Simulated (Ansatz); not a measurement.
Geometry optimisation, DFT PBEsol, scalar-relativistic, plane waves, PAW (Ansatz).

Input:

```yaml
crystal:
  lattice:
    - [6.62, 0.0, 0.0]
    - [-4.965, 8.599632, 0.0]
    - [0.0, 0.0, 5.27614]
  atoms:
    - { symbol: Sc, position: [0.0, 0.0, 0.0] }
    - { symbol: Sc, position: [0.1666667, 0.2222222, 0.5] }
    - { symbol: Sc, position: [0.0, 0.3333333, 0.0] }
    - { symbol: Sc, position: [0.1666667, 0.5555556, 0.5] }
    - { symbol: Sc, position: [0.0, 0.6666667, 0.0] }
    - { symbol: Sc, position: [0.1666667, 0.8888889, 0.5] }
    - { symbol: Sc, position: [0.5, 0.0, 0.0] }
    - { symbol: Sc, position: [0.6666667, 0.2222222, 0.5] }
    - { symbol: Sc, position: [0.5, 0.3333333, 0.0] }
    - { symbol: Sc, position: [0.6666667, 0.5555556, 0.5] }
    - { symbol: Sc, position: [0.5, 0.6666667, 0.0] }
    - { symbol: Sc, position: [0.6666667, 0.8888889, 0.5] }
    - { symbol: H, position: [0.5075631, 0.6716294, 0.6151347] }
basis:
  ecutwfc: 420.0
kpoints:
  mp_grid: { grid: [2, 1, 2] }
hamiltonian:
  xc: pbesol
scf:
  occupations: { method: fermi_dirac, width: 0.1 }
  lower_state_search: "off"
relax:
  f_tol: 0.08
  max_steps: 25
  adjacent_minimum: "off"
```

Command:

```bash
$ ansatz run input.yaml --threads 1 --pin off --max-ram 3072MiB --backend cpu --events-out ev --progress --plain --runs-dir out
```

**Question.** Where does it end, and by what steps?

**Answer.** The run converged. The threshold is loose, so the end isn't yet a minimum. Limits of this set-up: coarse k mesh, odd electron count without spin. After 2 steps the energy has fallen by 0.038 eV; Sc11 moved furthest, 0.08 Å.

```tsv
step	energy less start (eV)	largest force component (eV/Å)	accepted
0	0.0000	0.323	yes
1	0.0195	0.825	no
2	-0.0384	0.075	yes
```

```xyz
13
Lattice="6.6200 0.0000 0.0000 -4.9650 8.5996 0.0000 0.0000 0.0000 5.2761" Properties=species:S:1:pos:R:3
Sc -0.020 0.012 0.012
Sc 0.017 1.900 2.645
Sc -1.674 2.882 0.012
Sc -1.635 4.769 2.654
Sc -3.330 5.738 0.020
Sc -3.290 7.643 2.650
Sc 3.293 0.013 0.011
Sc 3.320 1.899 2.646
Sc 1.636 2.878 0.014
Sc 1.685 4.758 2.659
Sc -0.026 5.746 -0.076
Sc 0.019 7.658 2.651
H 0.031 5.745 3.177
```

Whether the end is a true minimum wasn't checked by a vibrational analysis.

Run time: 17 s on 1 thread of Arm Neoverse V1, with other jobs on the host, peak memory 0.52 GiB.
